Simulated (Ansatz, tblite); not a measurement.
# ZrCl4: removing and adding an electron

What does removing or adding an electron cost or gain for ZrCl4? Each charged state is run at several levels.

Program: Ansatz 0.2.0, Gaussian basis. Level of theory: as each input shows. These are calculated values, not measurements.

The runs, in order: charge +1 doublet, at the geometry of the singlet (PBE0-D4/def2-TZVP, PBE-D4/def2-TZVP, r2SCAN-D4/def2-TZVP); charge -1 doublet, at the geometry of the singlet (PBE0-D4/def2-TZVPD, PBE-D4/def2-TZVPD, r2SCAN-D4/def2-TZVPD); the starting singlet's energies come from earlier runs.

1 further run of the same task is left out (set aside as unsound or not needed).

## (1) The structure

The singlet was relaxed beforehand with r2SCAN-D4/def2-SVP.

5 atoms, charge 0, spin multiplicity 1.

Atoms are counted from 1 here; the program's logs count them from 0.

Bond lengths: Zr1–Cl2 2.329 Å, Zr1–Cl3 2.329 Å, Zr1–Cl4 2.329 Å, Zr1–Cl5 2.329 Å. Angles: Cl2–Zr1–Cl3 109.5°, Cl2–Zr1–Cl4 109.5°, Cl2–Zr1–Cl5 109.5°, Cl3–Zr1–Cl4 109.5°, Cl3–Zr1–Cl5 109.5°, Cl4–Zr1–Cl5 109.5°.

Geometry (Å):

```xyz
5

Zr    0.0000    0.0000    0.0000
Cl    0.0108   -0.0149    2.3287
Cl    2.1919    0.0107   -0.7863
Cl   -1.1063    1.9034   -0.7590
Cl   -1.0964   -1.8993   -0.7833
```

Formally the metal is d0. Zr takes a core potential in the def2 sets. No spin-orbit coupling is included.

## (2) Charge +1 doublet at the fixed geometry, first pass, PBE0-D4/def2-SVP

in.yaml reads:

```yaml
crystal:
  periodic: [false, false, false]
  atoms:
    - {symbol: Zr, position_ang: [0.000008, 0.000001, -0.000002]}
    - {symbol: Cl, position_ang: [0.010761, -0.014879, 2.328662]}
    - {symbol: Cl, position_ang: [2.191948, 0.010694, -0.786344]}
    - {symbol: Cl, position_ang: [-1.106272, 1.903440, -0.758992]}
    - {symbol: Cl, position_ang: [-1.096435, -1.899256, -0.783324]}
basis:
  gaussian: {orbitals: def2-SVP}
total_charge: 1
magnetization: {spin_polarized: true, initial_magnetization: 1}
hamiltonian: {xc: pbe0, dispersion: d4}
output: {orbitals: {seedname: orbitals}}
```

On the command line:

```console
$ ansatz run in.yaml --threads 2 --pin off --events-out ev --progress --plain --max-ram 4352MiB
```

Log:

```text
Functional definition: PBE0
  name "PBE0"
  cite "Adamo & Barone, J. Chem. Phys. 110, 6158 (1999) doi:10.1063/1.478522"
  cite "Perdew, Burke & Ernzerhof, Phys. Rev. Lett. 77, 3865 (1996) doi:10.1103/PhysRevLett.77.3865"
  parent pbe
  parameter a = 0.25
  parameter kappa = 0.804
  parameter beta = 0.06672455060314922
  exchange = (1 - a)*pbe_x(kappa = kappa, mu = beta*pi^2/3) + a*exact_x
  correlation = pbe_c(beta = beta)
962 factors; integrals over basis functions are off by at most 9.1e-4 eV
mean field evaluation 1: about -51334.3183 eV, gradient 1.7e1 eV
mean field evaluation 2: about -51327.2939 eV, gradient 3.8e1 eV
mean field evaluation 4: about -51335.7035 eV, gradient 3.7e0 eV
mean field evaluation 8: about -51335.8890 eV, gradient 5.9e-1 eV
mean field evaluation 16: about -51335.9045 eV, gradient 1.2e-1 eV
mean field evaluation 32: about -51335.2191 eV, gradient 5.3e0 eV
mean field evaluation 64: about -51335.4935 eV, gradient 9.6e-1 eV
mean field evaluation 96: about -51335.9084 eV, gradient 1.1e-1 eV
mean field evaluation 128: about -51335.8254 eV, gradient 1.1e0 eV
mean field -51335.91015747 eV, -1886.5599015573 hartree, gradient 5.6e-6 eV, S^2 0.761975; 13 other end points of the search recorded, 0 dependent functions left out
reference -51335.91022178 eV, -1886.5599039207 hartree; 40, 39 occupied and 63, 64 virtual orbitals, 962 factors
Total energy: -51336.09629293 eV, -1886.5667419094 hartree
```

It took 95 s on 2 threads of Arm Neoverse N1, shared host.

Report: HOMO -14.77 eV, LUMO -13.52 eV (over both spins); ⟨S²⟩ 0.762 (pure: 0.75); the next solution that the search met lies 0.023 eV higher.

## (3) Charge +1 doublet at the fixed geometry, PBE0-D4/def2-TZVP

start.molden holds the orbitals of an earlier run on this state, given as this run's starting guess.

in.yaml, as its differences from that of step 2:

```diff
@@ -9,3 +9,3 @@
 basis:
-  gaussian: {orbitals: def2-SVP}
+  gaussian: {orbitals: def2-TZVP, initial_orbitals: start.molden}
 total_charge: 1
@@ -13,2 +13,3 @@
 hamiltonian: {xc: pbe0, dispersion: d4}
+scf: {omitted_lower_state_checks: [starts]}
 output: {orbitals: {seedname: orbitals}}
```

The command is unchanged.

Log:

```text
Functional definition: PBE0
  name "PBE0"
  cite "Adamo & Barone, J. Chem. Phys. 110, 6158 (1999) doi:10.1063/1.478522"
  cite "Perdew, Burke & Ernzerhof, Phys. Rev. Lett. 77, 3865 (1996) doi:10.1103/PhysRevLett.77.3865"
  parent pbe
  parameter a = 0.25
  parameter kappa = 0.804
  parameter beta = 0.06672455060314922
  exchange = (1 - a)*pbe_x(kappa = kappa, mu = beta*pi^2/3) + a*exact_x
  correlation = pbe_c(beta = beta)
these checks for a lower state are left out or cut short: starts
1471 factors; their error is unknown
mean field evaluation 1: about -51350.1940 eV, gradient 1.4e2 eV
mean field evaluation 2: about -51353.0656 eV, gradient 3.8e0 eV
mean field evaluation 4: about -51353.2900 eV, gradient 1.2e-1 eV
mean field evaluation 8: about -51353.2900 eV, gradient 4.1e-5 eV
mean field -51353.29001980 eV, -1887.1985997174 hartree, gradient 8.8e-6 eV, S^2 0.763239; 0 other end points of the search recorded, 0 dependent functions left out
reference -51353.29006260 eV, -1887.1986012902 hartree; 40, 39 occupied and 148, 149 virtual orbitals, 1471 factors
Total energy: -51353.47613375 eV, -1887.2054392789 hartree
Checks for a lower state left out: starts
```

It took 59 s on 2 threads of Arm Neoverse N1, shared host; peak memory 1.2 GiB.

HOMO -14.60 eV, LUMO -13.33 eV (over both spins); ⟨S²⟩ 0.763 (pure: 0.75).

## (4) Charge +1 doublet at the fixed geometry, PBE-D4/def2-TZVP

in.yaml, as its differences from that of step 3:

```diff
@@ -12,3 +12,3 @@
 magnetization: {spin_polarized: true, initial_magnetization: 1}
-hamiltonian: {xc: pbe0, dispersion: d4}
+hamiltonian: {xc: pbe, dispersion: d4}
 scf: {omitted_lower_state_checks: [starts]}
```

Same command.

Log:

```text
Functional definition: PBE
  name "PBE"
  cite "Perdew, Burke & Ernzerhof, Phys. Rev. Lett. 77, 3865 (1996) doi:10.1103/PhysRevLett.77.3865"
  parent pbe
  parameter kappa = 0.804
  parameter beta = 0.06672455060314922
  exchange = pbe_x(kappa = kappa, mu = beta*pi^2/3)
  correlation = pbe_c(beta = beta)
these checks for a lower state are left out or cut short: starts
1345 factors; their error is unknown
mean field evaluation 1: about -51350.6034 eV, gradient 1.2e1 eV
mean field evaluation 2: about -51350.7568 eV, gradient 2.2e-1 eV
mean field evaluation 4: about -51350.7480 eV, gradient 1.8e-3 eV
mean field evaluation 8: about -51350.7480 eV, gradient 2.6e-5 eV
mean field evaluation 16: about -51350.7480 eV, gradient 2.1e-6 eV
mean field -51350.74797460 eV, -1887.1051812793 hartree, gradient 2.1e-6 eV, S^2 0.753489; 0 other end points of the search recorded, 0 dependent functions left out
reference -51350.74803174 eV, -1887.1051833795 hartree; 40, 39 occupied and 148, 149 virtual orbitals, 1345 factors
Total energy: -51350.95796825 eV, -1887.1128984038 hartree
Checks for a lower state left out: starts
```

Run time: 35 s. Hardware: 2 threads of Arm Neoverse N1, shared host.

Report: HOMO -13.46 eV, LUMO -13.44 eV (over both spins); ⟨S²⟩ 0.753 (pure: 0.75).

## (5) Charge +1 doublet at the fixed geometry, r2SCAN-D4/def2-TZVP

in.yaml, as its differences from that of step 4:

```diff
@@ -12,3 +12,3 @@
 magnetization: {spin_polarized: true, initial_magnetization: 1}
-hamiltonian: {xc: pbe, dispersion: d4}
+hamiltonian: {xc: r2scan, dispersion: d4}
 scf: {omitted_lower_state_checks: [starts]}
```

The command is unchanged.

Log, shortened:

```text
Functional definition: r2SCAN
  name "r2SCAN"
  cite "Furness, Kaplan, Ning, Perdew & Sun, J. Phys. Chem. Lett. 11, 8208 (2020) doi:10.1021/acs.jpclett.0c02405"
  cite "Furness, Kaplan, Ning, Perdew & Sun, J. Phys. Chem. Lett. 11, 9248 (2020) doi:10.1021/acs.jpclett.0c03077"
  parent r2scan
[...]
1345 factors; their error is unknown
[...]
mean field -51368.00095390 eV, -1887.7392165743 hartree, gradient 2.8e-6 eV, S^2 0.756485; 0 other end points of the search recorded, 0 dependent functions left out
reference -51368.00097238 eV, -1887.7392172533 hartree; 40, 39 occupied and 148, 149 virtual orbitals, 1345 factors
Total energy: -51368.05054006 eV, -1887.7410388318 hartree
Checks for a lower state left out: starts
```

Wall time 92 s (2 threads of Arm Neoverse N1, shared host); peak memory 0.61 GiB.

From the report: HOMO -13.80 eV, LUMO -13.70 eV (over both spins); ⟨S²⟩ 0.756 (pure: 0.75).

## (6) Vertical ionisation energy

Charged state less starting state, singlet to doublet; the starting state's energies are those of its earlier runs.

```tsv
level	vertical ionisation energy (eV)	time
PBE-D4/def2-TZVP	+10.90	41 s
r2SCAN-D4/def2-TZVP	+11.22	1.8 min
PBE0-D4/def2-TZVP	+11.54	73 s
```

Times add the two runs; a level without a time comes out of a correlated run.

Beside −ε(HOMO) of the starting state:

```tsv
level	−ε(HOMO) (eV)	by difference (eV)	mismatch (eV)
PBE-D4/def2-TZVP	8.34	10.90	-2.56
r2SCAN-D4/def2-TZVP	8.74	11.22	-2.48
PBE0-D4/def2-TZVP	9.73	11.54	-1.81
```

## (7) Charge -1 doublet at the fixed geometry, first pass, PBE0-D4/def2-SVP

in.yaml, as its differences from that of step 5:

```diff
@@ -9,7 +9,6 @@
 basis:
-  gaussian: {orbitals: def2-TZVP, initial_orbitals: start.molden}
-total_charge: 1
+  gaussian: {orbitals: def2-SVP}
+total_charge: -1
 magnetization: {spin_polarized: true, initial_magnetization: 1}
-hamiltonian: {xc: r2scan, dispersion: d4}
-scf: {omitted_lower_state_checks: [starts]}
+hamiltonian: {xc: pbe0, dispersion: d4}
 output: {orbitals: {seedname: orbitals}}
```

Launched as before.

Log, shortened:

```text
Functional definition: PBE0
  name "PBE0"
  cite "Adamo & Barone, J. Chem. Phys. 110, 6158 (1999) doi:10.1063/1.478522"
  cite "Perdew, Burke & Ernzerhof, Phys. Rev. Lett. 77, 3865 (1996) doi:10.1103/PhysRevLett.77.3865"
  parent pbe
[...]
962 factors; integrals over basis functions are off by at most 9.1e-4 eV
[...]
mean field -51348.37103904 eV, -1887.0178305087 hartree, gradient 4.7e-6 eV, S^2 0.752139; 8 other end points of the search recorded, 0 dependent functions left out
reference -51348.37109554 eV, -1887.0178325851 hartree; 41, 40 occupied and 62, 63 virtual orbitals, 962 factors
Total energy: -51348.57888265 eV, -1887.0254686205 hartree
```

Wall time 54 s (2 threads of Arm Neoverse N1, shared host).

Report: HOMO 1.13 eV, LUMO 3.54 eV (over both spins); ⟨S²⟩ 0.752 (pure: 0.75); the next solution that the search met lies 0.010 eV higher. Doubts: highest occupied level lies above zero.

## (8) Charge -1 doublet at the fixed geometry, PBE0-D4/def2-TZVPD

in.yaml, as its differences from that of step 7:

```diff
@@ -9,3 +9,3 @@
 basis:
-  gaussian: {orbitals: def2-SVP}
+  gaussian: {orbitals: def2-TZVPD, initial_orbitals: start.molden}
 total_charge: -1
@@ -13,2 +13,3 @@
 hamiltonian: {xc: pbe0, dispersion: d4}
+scf: {omitted_lower_state_checks: [starts]}
 output: {orbitals: {seedname: orbitals}}
```

Same command.

Log:

```text
Functional definition: PBE0
  name "PBE0"
  cite "Adamo & Barone, J. Chem. Phys. 110, 6158 (1999) doi:10.1063/1.478522"
  cite "Perdew, Burke & Ernzerhof, Phys. Rev. Lett. 77, 3865 (1996) doi:10.1103/PhysRevLett.77.3865"
  parent pbe
  parameter a = 0.25
  parameter kappa = 0.804
  parameter beta = 0.06672455060314922
  exchange = (1 - a)*pbe_x(kappa = kappa, mu = beta*pi^2/3) + a*exact_x
  correlation = pbe_c(beta = beta)
these checks for a lower state are left out or cut short: starts
1631 factors; their error is unknown
mean field evaluation 1: about -51362.1021 eV, gradient 1.4e2 eV
mean field evaluation 2: about -51365.5152 eV, gradient 5.1e0 eV
mean field evaluation 4: about -51365.8827 eV, gradient 8.7e-3 eV
mean field evaluation 8: about -51366.0138 eV, gradient 6.5e-5 eV
mean field -51366.01382651 eV, -1887.6661909894 hartree, gradient 3.4e-6 eV, S^2 0.752390; 0 other end points of the search recorded, 0 dependent functions left out
reference -51366.01387700 eV, -1887.6661928452 hartree; 41, 40 occupied and 183, 184 virtual orbitals, 1631 factors
Total energy: -51366.22166411 eV, -1887.6738288806 hartree
Checks for a lower state left out: starts
```

Run time: 81 s. Hardware: 2 threads of Arm Neoverse N1, shared host; peak memory 1.5 GiB.

HOMO 0.57 eV, LUMO 2.85 eV (over both spins); ⟨S²⟩ 0.752 (pure: 0.75). Doubts: highest occupied level lies above zero.

## (9) Charge -1 doublet at the fixed geometry, PBE-D4/def2-TZVPD

in.yaml, as its differences from that of step 8:

```diff
@@ -12,3 +12,3 @@
 magnetization: {spin_polarized: true, initial_magnetization: 1}
-hamiltonian: {xc: pbe0, dispersion: d4}
+hamiltonian: {xc: pbe, dispersion: d4}
 scf: {omitted_lower_state_checks: [starts]}
```

Same command.

Log:

```text
Functional definition: PBE
  name "PBE"
  cite "Perdew, Burke & Ernzerhof, Phys. Rev. Lett. 77, 3865 (1996) doi:10.1103/PhysRevLett.77.3865"
  parent pbe
  parameter kappa = 0.804
  parameter beta = 0.06672455060314922
  exchange = pbe_x(kappa = kappa, mu = beta*pi^2/3)
  correlation = pbe_c(beta = beta)
these checks for a lower state are left out or cut short: starts
1441 factors; their error is unknown
mean field evaluation 1: about -51362.4224 eV, gradient 1.2e1 eV
mean field evaluation 2: about -51362.5752 eV, gradient 2.5e-1 eV
mean field evaluation 4: about -51362.5592 eV, gradient 4.2e-2 eV
mean field evaluation 8: about -51362.5592 eV, gradient 6.1e-6 eV
mean field -51362.55922202 eV, -1887.5392366162 hartree, gradient 6.1e-6 eV, S^2 0.752060; 0 other end points of the search recorded, 0 dependent functions left out
reference -51362.55928419 eV, -1887.5392389008 hartree; 41, 40 occupied and 183, 184 virtual orbitals, 1441 factors
Total energy: -51362.79360826 eV, -1887.5478501515 hartree
Checks for a lower state left out: starts
```

It took 38 s on 2 threads of Arm Neoverse N1, shared host; peak memory 0.74 GiB.

Report: HOMO 1.81 eV, LUMO 1.92 eV (over both spins); ⟨S²⟩ 0.752 (pure: 0.75). Doubts: highest occupied level lies above zero.

## (10) Charge -1 doublet at the fixed geometry, r2SCAN-D4/def2-TZVPD

in.yaml, as its differences from that of step 9:

```diff
@@ -12,3 +12,3 @@
 magnetization: {spin_polarized: true, initial_magnetization: 1}
-hamiltonian: {xc: pbe, dispersion: d4}
+hamiltonian: {xc: r2scan, dispersion: d4}
 scf: {omitted_lower_state_checks: [starts]}
```

Same command.

Log:

```text
Functional definition: r2SCAN
  name "r2SCAN"
  cite "Furness, Kaplan, Ning, Perdew & Sun, J. Phys. Chem. Lett. 11, 8208 (2020) doi:10.1021/acs.jpclett.0c02405"
  cite "Furness, Kaplan, Ning, Perdew & Sun, J. Phys. Chem. Lett. 11, 9248 (2020) doi:10.1021/acs.jpclett.0c03077"
  parent r2scan
  parameter k0 = 0.174
  parameter k1 = 0.065
  parameter a1 = 4.9479
  exchange = r2scan_x(k0 = k0, k1 = k1, a1 = a1)
  correlation = r2scan_c
these checks for a lower state are left out or cut short: starts
1441 factors; their error is unknown
mean field evaluation 1: about -51380.1833 eV, gradient 8.5e0 eV
mean field evaluation 2: about -51380.2312 eV, gradient 9.5e-2 eV
mean field evaluation 4: about -51380.2140 eV, gradient 2.5e-4 eV
mean field evaluation 8: about -51380.2140 eV, gradient 1.7e-5 eV
mean field -51380.21397766 eV, -1888.1880369190 hartree, gradient 7.9e-6 eV, S^2 0.753257; 0 other end points of the search recorded, 0 dependent functions left out
reference -51380.21402751 eV, -1888.1880387510 hartree; 41, 40 occupied and 183, 184 virtual orbitals, 1441 factors
Total energy: -51380.26950722 eV, -1888.1900775927 hartree
Checks for a lower state left out: starts
```

It took 97 s on 2 threads of Arm Neoverse N1, shared host; peak memory 0.83 GiB.

Report: HOMO 1.60 eV, LUMO 2.10 eV (over both spins); ⟨S²⟩ 0.753 (pure: 0.75). Doubts: highest occupied level lies above zero.

## (11) Vertical electron affinity

Starting state less charged state (positive: the electron is bound), singlet to doublet; the starting state's energies are those of its earlier runs.

```tsv
level	vertical electron affinity (eV)	time
PBE-D4/def2-TZVPD	+0.89	47 s
r2SCAN-D4/def2-TZVPD	+0.95	1.9 min
PBE0-D4/def2-TZVPD	+1.16	96 s
```

Times add the two runs; a level without a time comes out of a correlated run.

Beside −ε(LUMO) of the starting state:

```tsv
level	−ε(LUMO) (eV)	by difference (eV)	mismatch (eV)
PBE-D4/def2-TZVPD	3.56	0.89	+2.67
r2SCAN-D4/def2-TZVPD	3.44	0.95	+2.49
PBE0-D4/def2-TZVPD	2.80	1.16	+1.64
```

## (12) Outcome

| quantity | value |
| --- | --- |
| vertical ionisation energy, functionals in def2-TZVP | 10.90 (PBE-D4) to 11.54 eV (PBE0-D4) |
| vertical electron affinity, functionals in def2-TZVPD | 0.89 (PBE-D4) to 1.16 eV (PBE0-D4) |

**Reading.** The vertical ionisation energy spans 10.90 to 11.54 eV over the functionals. −ε(HOMO) misses the level's own difference by -1.81 eV at best (PBE0-D4) and -2.56 eV at worst (PBE-D4). The vertical electron affinity spans 0.89 to 1.16 eV over the functionals. The anion's highest level lies above zero where self-interaction lifts it, so diffuse functions weigh on these values. −ε(LUMO) misses the level's own difference by +1.64 eV at best (PBE0-D4) and +2.67 eV at worst (PBE-D4). The charged states' spins were chosen beforehand and needn't be their lowest.
